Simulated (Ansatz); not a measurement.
# BClF2H2: the cost of one run

All numbers below are computed with Ansatz 0.2.0 (RKS BLYP-D4/def2-SVP).

## Step 1: The starting structure

Bond lengths: B1–F3 1.320 Å, B1–F4 1.320 Å, B1–Cl5 2.160 Å, Cl5–H6 1.527 Å. Angles: F3–B1–F4 120.0°, F3–B1–Cl5 97.0°, F4–B1–Cl5 101.2°, B1–Cl5–H6 58.2°.

Coordinates:

```xyz
6

B     0.0000    0.0000    0.0000
H     0.0000    0.0000    1.5400
F     1.1431    0.0000   -0.6600
F    -1.1431    0.0000   -0.6600
Cl    0.0903   -2.0478    0.6811
H     0.0386   -0.8759    1.6586
```

## Step 2: A restrained relaxation towards end A

Springs on the bonds that form and break draw the guess towards this end; the thresholds are loose.

Input file input.yaml:

```yaml
crystal:
  periodic: [false, false, false]
  atoms:
    - { symbol: B, position_ang: [0.0, 0.0, 0.0] }
    - { symbol: H, position_ang: [0.0, 0.0, 1.54] }
    - { symbol: F, position_ang: [1.1431, 0.0, -0.66] }
    - { symbol: F, position_ang: [-1.1431, 0.0, -0.66] }
    - { symbol: Cl, position_ang: [0.0903, -2.0478, 0.6811] }
    - { symbol: H, position_ang: [0.0386, -0.8759, 1.6586] }
basis:
  gaussian: { orbitals: def2-SVP }
hamiltonian:
  xc: blyp
  dispersion: d4
relax:
  f_tol: 0.15
  max_steps: 25
  restrain:
    - { distance: [0, 4], at: 3.06, k: 30.0 }
    - { distance: [5, 1], at: 1.86, k: 30.0 }
    - { distance: [0, 1], at: 1.19, k: 30.0 }
    - { distance: [5, 4], at: 1.37, k: 30.0 }
output:
  orbitals: {}
```

Started as:

```bash
ansatz run input.yaml --threads 1 --pin off --max-ram 2048MiB --backend cpu --events-out ev --progress --plain --runs-dir out
```

What time and memory should one allow on 1 thread of Arm Neoverse V1, shared host?

About 11 s, with a peak of 0.13 GiB.
